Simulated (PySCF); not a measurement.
# C3H5ClSeSi: the cost of one run

Programs: PySCF 2.14.0, with density-fitted response routines of our own. Each step states its level of theory. These are calculated values for one molecule in the gas phase, unless marked as measured. Atoms count from 0, in the outputs and in this text.

**1. The starting structure**

11 atoms, charge 0, multiplicity 1; geometry from: GFN2-xTB. The atoms were then displaced at random by about 0.01 Å, so the start is not that level's minimum.

Bonds of the start (Å): Cl0–Si1 2.00, Si1–Se2 2.28, Se2–C3 1.96, C3–C4 1.48, C4–C5 1.30, C5–C3 1.52, Si1–H6 1.46, Si1–H7 1.46, C3–H8 1.06, C4–H9 1.07, C5–H10 1.07.

**2. Geometry optimisation at PBE0-D3(BJ)/def2-SVP**

The job: settings as JSON, then the geometry in Å.

```
{"job": {"xc": "PBE0", "basis": "def2-SVP", "d3": "d3bj", "grid": 1, "shake": 0.01, "kind": "geom"}, "charge": 0, "multiplicity": 1}
Cl     2.193670     1.244950     0.804660
Si     2.092930    -0.651230     0.185680
Se     0.083840    -1.605410     0.704920
C     -1.058430    -0.155760     0.045850
C     -1.263150     1.094910     0.810230
C     -2.267720     0.277330     0.850770
H      2.293850    -0.641650    -1.258900
H      3.124530    -1.417020     0.882360
H     -1.123690    -0.171800    -1.016240
H     -0.796170     2.007340     1.121970
H     -3.241540    -0.007500     1.196880
```

Command:

```console
$ OMP_NUM_THREADS=1 python probes_run.py task.json out
```

The driver reads the jobs from task.json and runs them one after another.

Q: Estimate the wall time and peak memory of this first job on 1 thread of Arm Neoverse V1, shared host.

About 1.9 min, with a peak of 0.53 GiB.
